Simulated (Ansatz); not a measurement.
TiNi:

```
CELL_PARAMETERS angstrom
4.08604 0.00000 0.00000
0.00000 2.85620 0.00000
0.00000 0.00000 4.58676
ATOMIC_POSITIONS crystal
Ni 0.75000 0.00000 0.82097
Ni 0.25000 0.00000 0.17903
Ti 0.75000 0.50000 0.27441
Ti 0.25000 0.50000 0.72559
```

The cell comes from a database or a generator and needn't be the stable form of this composition.

```yaml
Program: Ansatz 0.2.0
Task: single point
Functional: PBEsol
Potentials_or_basis: all-electron LAPW, scalar-relativistic
Cutoff: 294 eV (chosen from the basis error)
Basis_error_allowed: 0.001 eV/atom
k_mesh: 7 × 9 × 6
Occupations: fermi-dirac, width 0.05 eV
Spin: collinear spin, ferromagnetic start
Starting_moments: "[1.0, 1.0, 1.0, 1.0] μB"
```

On this cell: pressure -2.9 GPa; largest force 0.081 eV/Å; net moment 0.00 μB per cell; band gap on the k mesh none (metal or under the smearing width).

The same run follows on a disturbed copy (atoms moved at random, drawn with an rms of 0.05 Å):

```xyz
4
Lattice="4.0860 0.0000 0.0000 0.0000 2.8562 0.0000 0.0000 0.0000 4.5868" Properties=species:S:1:pos:R:3 pbc="T T T"
Ni    3.0666   -0.0235    3.7727
Ni    1.0257   -0.0177    0.8016
Ti    3.0832    1.4151    1.2785
Ti    1.0201    1.3745    3.2939
```

Problem. What changes?

Solution. The energy (extrapolated to zero smearing) moves by +3.5 meV/atom; pressure -3.3 GPa; largest force 0.306 eV/Å; net moment 0.00 μB per cell; band gap on the k mesh none (metal or under the smearing width).

Forces on the atoms (eV/Å):
```
Ni  -0.002 -0.056 -0.139
Ni   0.042 -0.044  0.136
Ti  -0.104  0.009 -0.282
Ti   0.063  0.092  0.285
```

Stress tensor (GPa, compression positive):
```
-2.89  0.00 -0.05
 0.00 -4.09 -0.74
-0.05 -0.74 -2.97
```

Caveats: the starting moments weren't kept.

The runs don't all hold the same shells in valence.
